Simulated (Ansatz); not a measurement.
# AsBr− (doublet): inputs that go wrong at distance As1–Br2 = 3.807 Å

3 inputs are run for AsBr− (doublet) as typed; the log has to tell whether the result can be used and what must change.

The runs use Ansatz 0.2.0, Gaussian basis; the settings change from run to run.

20 further runs of the same task are left out: 1 for a known fault of the program, 18 that didn't finish, 1 set aside as unsound or not needed.

### 1 The system

The geometry derives from a PBE0/def2-TZVPD stationary point (not a proven minimum). One bond is set to the value named and the two fragments are kept rigid. No spin-orbit coupling is included. The filled d shell of As, Br may be among the frozen orbitals whatever the setting's name suggests; the logs give the count.

2 atoms, charge -1, spin multiplicity 2.

Atoms are counted from 1 here; the program's logs count them from 0.

No contacts short enough for the rule that draws bonds.

### 2 Attempt 1

File in.yaml:

```yaml
crystal:
  periodic: [false, false, false]
  atoms:
    - {symbol: As, position_ang: [0.000000, 0.000000, 0.000000]}
    - {symbol: Br, position_ang: [0.000000, 0.000000, 3.807000]}
basis:
  gaussian: {orbitals: def2-SVPD}
total_charge: -1
magnetization: {spin_polarized: false, initial_magnetization: 1}
correlation: {method: mp2, frozen_orbitals: {As: 9}}
accuracy: high
```

Command:

```bash
$ ansatz run in.yaml --threads 1 --pin off --events-out ev --progress --plain --max-ram 2393MiB
```

The log of the run:

```text
Functional definition: HF
  name "HF"
  cite "Fock, Z. Phys. 61, 126 (1930) doi:10.1007/BF01340294"
  parent pbe
  exchange = exact_x
  correlation = 0
Error: "frozen_orbitals" has no count for Br
```

Run time: 0.06 s. Hardware: 1 thread of AMD EPYC 9R45, shared host.

What is wrong: The run was refused. The frozen-orbital counts are incomplete or too large. Cure: leave frozen_orbitals out, or give each element a count that its core has.

### 3 Attempt 2

File in.yaml:

```yaml
crystal:
  periodic: [false, false, false]
  atoms:
    - {symbol: As, position_ang: [0.000000, 0.000000, 0.000000]}
    - {symbol: Br, position_ang: [0.000000, 0.000000, 2.014664]}
basis:
  gaussian: {orbitals: "6-31G*"}
total_charge: -1
magnetization: {spin_polarized: true, initial_magnetization: 1}
correlation: {method: ccsd_t, electrons: outside_noble_gas}
```

Launched as before.

The log of the run (excerpt; [...] marks lines left out):

```text
Functional definition: HF
  name "HF"
  cite "Fock, Z. Phys. 61, 126 (1930) doi:10.1007/BF01340294"
  parent pbe
[...]
662 factors; integrals over basis functions are off by at most 7.5e-4 eV
[...]
mean field -130777.43499958 eV, -4805.9820921054 hartree, gradient 6.6e-6 eV, S^2 0.759625; 5 other end points of the search recorded, 0 dependent functions left out
determinant -130777.43499958 eV, -4805.9820921054 hartree, with singles and doubles -130783.39488847 eV, -4806.2011139824 hartree
determinant -130774.30371988 eV, -4805.8670196988 hartree, with singles and doubles -130780.37720713 eV, -4806.0902162386 hartree
determinant -130774.29100542 eV, -4805.8665524509 hartree, with singles and doubles -130780.28815625 eV, -4806.0869436791 hartree
28 core orbitals not correlated: weight in the atoms' cores, before any rotation towards them, 0.999 or more for the frozen orbitals, at most 0.001 for the correlated occupied ones
reference -130777.43499958 eV, -4805.9820921054 hartree; 7, 6 occupied and 35, 36 virtual orbitals, 662 factors
second order -5.38821243 eV of doubles, -0.00000000 eV of singles
cycle   1  -5.95751553 eV  change   -1.2e-1 eV  update   8.1e-3
[...]
cycle   6  -5.96312458 eV  change   -8.0e-6 eV  update   1.5e-5
perturbative correction -0.14068897 eV, -0.0051702242 hartree
Total energy: -130783.53881312 eV, -4806.2064031158 hartree
```

It took 6 s on 1 thread of AMD EPYC 9R45, shared host.

Diagnosis: The run converged, which proves nothing about the input. The coordinates are scaled by the bohr-ångström factor. The shortest distance is 2.01 Å, against 3.81 Å in the geometry of step 1. Its energy belongs to another geometry. Fix: restore the coordinates in ångström.

### 4 Attempt 3

File in.yaml:

```yaml
crystal:
  periodic: [false, false, false]
  atoms:
    - {symbol: As, position_ang: [0.000000, 0.000000, 0.000000]}
    - {symbol: Br, position_ang: [0.000000, 0.000000, 7.194088]}
basis:
  gaussian: {orbitals: cc-pVTZ-DK}
total_charge: -1
magnetization: {spin_polarized: false, initial_magnetization: 1}
correlation: {active_space: {ras: {orbitals: [6, 1, 51], electrons: 13, max_holes: 2, max_particles: 2}, fixed_orbitals: true}}
```

The command is unchanged.

The log of the run (excerpt; [...] marks lines left out):

```text
Functional definition: HF
  name "HF"
  cite "Fock, Z. Phys. 61, 126 (1930) doi:10.1007/BF01340294"
  parent pbe
[...]
559 factors; integrals over basis functions are off by at most 2.4e-4 eV
[...]
mean field -132341.44611953 eV, -4863.4584406388 hartree, gradient 2.2e-6 eV, S^2 0.750000; 15 other end points of the search recorded, 0 dependent functions left out
reference -132341.44611953 eV, -4863.4584406388 hartree; 35, 34 occupied and 51, 52 virtual orbitals, 559 factors
state -132348.50474430 eV, -4863.7178403146 hartree
Total energy: -132348.50474430 eV, -4863.7178403146 hartree
Relativity: scalar
```

It took 18 s on 1 thread of AMD EPYC 9R45, shared host.

What is wrong: The run converged, which proves nothing about the input. The coordinates are scaled by the bohr-ångström factor. The shortest distance is 7.19 Å, against 3.81 Å in the geometry of step 1. Its energy belongs to another geometry. Cure: restore the coordinates in ångström.

### 5 Summary

```
attempt                  level      ended                                                   cause    time
      1  MP2 on ROHF/def2-SVPD    refused   the frozen-orbital counts are incomplete or too large  0.06 s
      2  CCSD(T) on UHF/6-31G*  converged  the coordinates are scaled by the bohr-ångström factor     6 s
      3        CISD/cc-pVTZ-DK  converged  the coordinates are scaled by the bohr-ångström factor    18 s
```

1 refused, 2 converged. The input that converges on a wrong geometry or spin is the dangerous one: no error points at it, so geometry and ⟨S²⟩ have to be checked.
